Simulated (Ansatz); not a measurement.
**Si2NH5F (SMILES F[SiH2]N[SiH2]) at UBHLYP/6-31G(d) (spherical functions)**

What is the vertical ionisation energy of Si2NH5F at UBHLYP/6-31G* (spherical functions)? 

The results are computed with Ansatz 0.2.0.

74 further runs of the same task are left out: 74 set aside as unsound or not needed.

## Step 1: Starting point

Si2NH5F has 9 atoms, charge 0, and is taken as a doublet. SMILES: `F[SiH2]N[SiH2]`. The coordinates come from a PBE0-D4/def2-TZVP relaxation. This is one conformer, not always the lowest.

Bond lengths: F1–Si2 1.600 Å, Si2–N3 1.712 Å, N3–Si4 1.736 Å, Si2–H5 1.480 Å, Si2–H6 1.477 Å, N3–H7 1.012 Å, Si4–H8 1.489 Å, Si4–H9 1.494 Å. Some angles: F1–Si2–N3 112.4°, Si2–N3–Si4 128.4°, F1–Si2–H5 106.1°, F1–Si2–H6 106.9°, N3–Si2–H5 109.2°, N3–Si2–H6 108.5°, Si2–N3–H7 115.7°, Si4–N3–H7 115.2°, N3–Si4–H8 106.6°, N3–Si4–H9 109.5°.

## Step 2: The energy at UBHLYP/6-31G(d) (spherical functions)

Contents of job.yaml:

```yaml
crystal:
  periodic: [false, false, false]
  atoms:
    - {symbol: F, position_ang: [-1.778200, 1.208900, -1.181800]}
    - {symbol: Si, position_ang: [-0.288000, 1.123600, -0.604900]}
    - {symbol: "N", position_ang: [0.241500, -0.491400, -0.403000]}
    - {symbol: Si, position_ang: [0.023600, -1.533600, 0.967900]}
    - {symbol: H, position_ang: [0.576300, 1.799100, -1.598800]}
    - {symbol: H, position_ang: [-0.302800, 1.779800, 0.718800]}
    - {symbol: H, position_ang: [0.600400, -0.942200, -1.234500]}
    - {symbol: H, position_ang: [-0.246300, -0.650000, 2.136200]}
    - {symbol: H, position_ang: [1.261800, -2.340700, 1.182700]}
basis:
  gaussian: {orbitals: 6-31G_st_-spherical.json}
magnetization: {spin_polarized: true, initial_magnetization: 1}
output: {orbitals: {seedname: orbitals}}
hamiltonian: {xc: {name: BHLYP}}
accuracy: high
```

The basis set 6-31G* is read from a file made from the Basis Set Exchange's data (not shown).

On the command line:

```bash
$ ansatz run job.yaml --threads 1 --pin off --max-ram 3480MiB --events-out events.jsonl --progress --plain --runs-dir runs
```

The program printed:

```text
Warning: RAYON_NUM_THREADS=1 ignored (pool sized by the plan → 1); use --threads N
Functional definition: BHLYP
  name "BHLYP"
  parameter a = 0.5
  exchange = (1 - a)*b88_x + a*exact_x
  correlation = lyp_c
1686 factors; integrals over basis functions are off by at most 3.6e-9 eV
mean field evaluation 1: about -20037.4325 eV, gradient 3.5e1 eV
mean field evaluation 2: about -20035.8073 eV, gradient 3.9e1 eV
mean field evaluation 4: about -20041.8924 eV, gradient 1.7e0 eV
mean field evaluation 8: about -20041.9901 eV, gradient 7.8e-2 eV
mean field evaluation 16: about -20041.9902 eV, gradient 1.0e-4 eV
mean field -20041.99016596 eV, -736.5295536502 hartree, gradient 7.5e-8 eV, S^2 0.752073; 0 other end points of the search recorded, 0 dependent functions left out
reference -20041.99019492 eV, -736.5295547143 hartree; 25, 24 occupied and 49, 50 virtual orbitals, 1686 factors
Total energy: -20041.99019492 eV, -736.5295547143 hartree
```

It took 14 s on 1 thread of Arm Neoverse V2, shared host; peak memory 0.36 GiB.

## Step 3: The singlet cation

Contents of input.yaml:

```yaml
basis:
  gaussian:
    orbitals: 6-31G_st_-spherical.json
crystal:
  periodic: [false, false, false]
  atoms:
    - symbol: F
      position_ang: [-1.778200, 1.208900, -1.181800]
    - symbol: Si
      position_ang: [-0.288000, 1.123600, -0.604900]
    - symbol: N
      position_ang: [0.241500, -0.491400, -0.403000]
    - symbol: Si
      position_ang: [0.023600, -1.533600, 0.967900]
    - symbol: H
      position_ang: [0.576300, 1.799100, -1.598800]
    - symbol: H
      position_ang: [-0.302800, 1.779800, 0.718800]
    - symbol: H
      position_ang: [0.600400, -0.942200, -1.234500]
    - symbol: H
      position_ang: [-0.246300, -0.650000, 2.136200]
    - symbol: H
      position_ang: [1.261800, -2.340700, 1.182700]
total_charge: 1
hamiltonian:
  xc: {name: BHLYP}
accuracy: high
output:
  orbitals: {seedname: orbitals}
```

The basis set 6-31G* is read from a file made from the Basis Set Exchange's data (not shown).

On the command line:

```bash
$ ansatz run input.yaml --threads 1 --pin off --max-ram 3480MiB --events-out events.jsonl --progress --plain --runs-dir runs
```

The program printed:

```text
Warning: RAYON_NUM_THREADS=1 ignored (pool sized by the plan → 1); use --threads N
[... 5 set-up lines as earlier in the session ...]
1685 factors; integrals over basis functions are off by at most 3.8e-9 eV
mean field evaluation 1: about -20022.1482 eV, gradient 7.8e1 eV
mean field evaluation 2: about -20001.0979 eV, gradient 1.1e2 eV
mean field evaluation 4: about -20033.4677 eV, gradient 8.8e0 eV
mean field evaluation 8: about -20034.0649 eV, gradient 4.0e-1 eV
mean field evaluation 16: about -20034.0655 eV, gradient 4.2e-4 eV
mean field -20034.06550418 eV, -736.2383277013 hartree, gradient 6.8e-8 eV, S^2 0.000000; 0 other end points of the search recorded, 0 dependent functions left out
reference -20034.06553262 eV, -736.2383287464 hartree; 24, 24 occupied and 50, 50 virtual orbitals, 1685 factors
Total energy: -20034.06553262 eV, -736.2383287464 hartree
```

Wall time 8.7 s (1 thread of Arm Neoverse V2, shared host); peak memory 0.24 GiB.

## Step 4: Outcome

At UBHLYP/6-31G* (spherical functions):

| quantity | value |
| --- | --- |
| doublet Si2NH5F: total energy | -736.52955 Eh |
| doublet Si2NH5F: HOMO energy (highest over α and β) | -6.63 eV |
| doublet Si2NH5F: LUMO energy (lowest over α and β) | -1.27 eV |
| doublet Si2NH5F: ⟨S²⟩ | 0.752 |
| singlet cation: total energy | -736.23833 Eh |
| singlet cation: HOMO energy | -15.24 eV |
| singlet cation: LUMO energy | -9.13 eV |
| singlet cation: HOMO–LUMO gap | 6.11 eV |
| vertical ionisation energy (to the singlet cation) | 7.925 eV |

What this shows: Removing an electron at fixed nuclei costs 7.92 eV (183 kcal/mol). Only the singlet of the ionised species was computed; a triplet could lie lower.
